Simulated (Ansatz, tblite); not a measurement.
# Sn(eta1-allyl)H3 (C3H8Sn): a ladder of methods and basis sets

An exercise on one series of results from a longer session: the logs are not shown, and one member is left open.

Program: Ansatz 0.2.0, Gaussian basis. Level of theory: as each input shows. These are calculated values, not measurements.

The runs, in order: GFN1-xTB, GFN2-xTB, PBE-D4/def2-TZVP, r2SCAN-D4/def2-TZVP, CAM-B3LYP-D4/def2-TZVP, LDA/def2-TZVP, B97M-V/def2-TZVP, ωB97X-V/def2-TZVP, BHLYP-D4/def2-TZVP, ωB97M-V/def2-TZVP, BLYP-D4/def2-TZVP, PBE-D4/def2-SVP, PBE0-D4/def2-SVP, PBE0-D4/def2-TZVPD, PBE-D4/def2-TZVPD, r2SCAN-D4/def2-TZVPD, CCSD(T)/def2-TZVP, RPA/def2-TZVP.

5 further runs of the same task are left out: 1 that didn't finish, 4 set aside as unsound or not needed. Runs told in other sessions of the task aren't counted.

## The geometry

The singlet was relaxed beforehand with PBE-D4/def2-SVP.

12 atoms, charge 0, spin multiplicity 1.

Bond lengths: Sn1–C2 2.201 Å, Sn1–H10 1.731 Å, Sn1–H11 1.729 Å, Sn1–H12 1.734 Å, C2–C3 1.490 Å, C2–H5 1.109 Å, C2–H6 1.109 Å, C3–C4 1.348 Å, C3–H7 1.107 Å, C4–H8 1.103 Å, C4–H9 1.101 Å. Angles: C2–Sn1–H10 109.0°, C2–Sn1–H11 108.7°, C2–Sn1–H12 110.5°, H10–Sn1–H11 109.4°, H10–Sn1–H12 109.3°, H11–Sn1–H12 109.8°, Sn1–C2–C3 110.7°, Sn1–C2–H5 105.7°, Sn1–C2–H6 106.6°, C3–C2–H5 112.4°, C3–C2–H6 112.5°, H5–C2–H6 108.7°, C2–C3–C4 125.8°, C2–C3–H7 115.8°, C4–C3–H7 118.3°, C3–C4–H8 121.5°, C3–C4–H9 121.4°, H8–C4–H9 117.1°.

Sn takes a core potential in the def2 sets. No spin-orbit coupling is included.

PBE0-D4/def2-TZVP was run before; its log isn't repeated, and its numbers join the tables.

Set-up of the first run:

Tight binding, by tblite at 300 K electronic temperature and without a spin-polarisation term:

```python
tblite.interface.Calculator('GFN1-xTB', numbers, positions, charge=0, uhf=0).singlepoint()
```

Tight binding, by tblite at 300 K electronic temperature and without a spin-polarisation term:

```python
tblite.interface.Calculator('GFN2-xTB', numbers, positions, charge=0, uhf=0).singlepoint()
```

start.molden holds the orbitals of an earlier run on this state, given as this run's starting guess.

Input file in.yaml:

```yaml
crystal:
  periodic: [false, false, false]
  atoms:
    - {symbol: Sn, position_ang: [-0.087190, -0.721224, -1.783016]}
    - {symbol: C, position_ang: [-0.110252, -0.791365, 0.417205]}
    - {symbol: C, position_ang: [0.517348, 0.432752, 0.989776]}
    - {symbol: C, position_ang: [-0.139605, 1.469680, 1.547769]}
    - {symbol: H, position_ang: [0.437754, -1.715590, 0.693190]}
    - {symbol: H, position_ang: [-1.171232, -0.904031, 0.718792]}
    - {symbol: H, position_ang: [1.620363, 0.487217, 0.917447]}
    - {symbol: H, position_ang: [-1.238777, 1.471356, 1.644798]}
    - {symbol: H, position_ang: [0.398261, 2.351416, 1.928620]}
    - {symbol: H, position_ang: [1.528685, -0.410779, -2.320216]}
    - {symbol: H, position_ang: [-1.124153, 0.558838, -2.308852]}
    - {symbol: H, position_ang: [-0.631214, -2.228260, -2.445514]}
basis:
  gaussian: {orbitals: def2-TZVP, initial_orbitals: start.molden}
hamiltonian: {xc: pbe, dispersion: d4}
scf: {omitted_lower_state_checks: [starts]}
output: {orbitals: {seedname: orbitals}}
```

Command:

```
> ansatz run in.yaml --threads 4 --pin off --events-out ev --progress --plain --max-ram 3916MiB
```

Steps of the session up to this table: PBE-D4/def2-TZVP; r2SCAN-D4/def2-TZVP; CAM-B3LYP-D4/def2-TZVP; LDA/def2-TZVP; B97M-V/def2-TZVP; ωB97X-V/def2-TZVP; BHLYP-D4/def2-TZVP; ωB97M-V/def2-TZVP; BLYP-D4/def2-TZVP; PBE-D4/def2-SVP; PBE0-D4/def2-SVP; PBE0-D4/def2-TZVPD; PBE-D4/def2-TZVPD; r2SCAN-D4/def2-TZVPD; CCSD(T)/def2-TZVP; RPA/def2-TZVP.

One table of the session follows, with a row left open; its other results are not shown here.

| level | HOMO (eV) | gap (eV) |
| --- | --- | --- |
| LDA/def2-TZVP | -5.97 | 4.57 |
| PBE-D4/def2-SVP | -5.71 | 4.75 |
| PBE-D4/def2-TZVP | -5.81 | 4.62 |
| PBE-D4/def2-TZVPD | -5.83 | 4.59 |
| BLYP-D4/def2-TZVP | -5.66 | 4.57 |
| r2SCAN-D4/def2-TZVP | -5.97 | 5.04 |
| r2SCAN-D4/def2-TZVPD | -5.98 | 5.01 |
| B97M-V/def2-TZVP | -6.00 | 5.05 |
| PBE0-D4/def2-SVP | -6.77 | 6.74 |
| PBE0-D4/def2-TZVP | ? | ? |
| PBE0-D4/def2-TZVPD | -6.83 | 6.48 |
| BHLYP-D4/def2-TZVP | -7.70 | 8.29 |
| CAM-B3LYP-D4/def2-TZVP | -8.07 | 8.76 |
| ωB97X-V/def2-TZVP | -9.03 | 10.70 |
| ωB97M-V/def2-TZVP | -8.93 | 10.29 |

Q: Estimate the row for PBE0-D4/def2-TZVP from the others.

**Answer.** HOMO (eV): -6.82; gap (eV): 6.55. In the column «HOMO (eV)» it lies between PBE0-D4/def2-TZVPD (-6.83) and PBE0-D4/def2-SVP (-6.77).
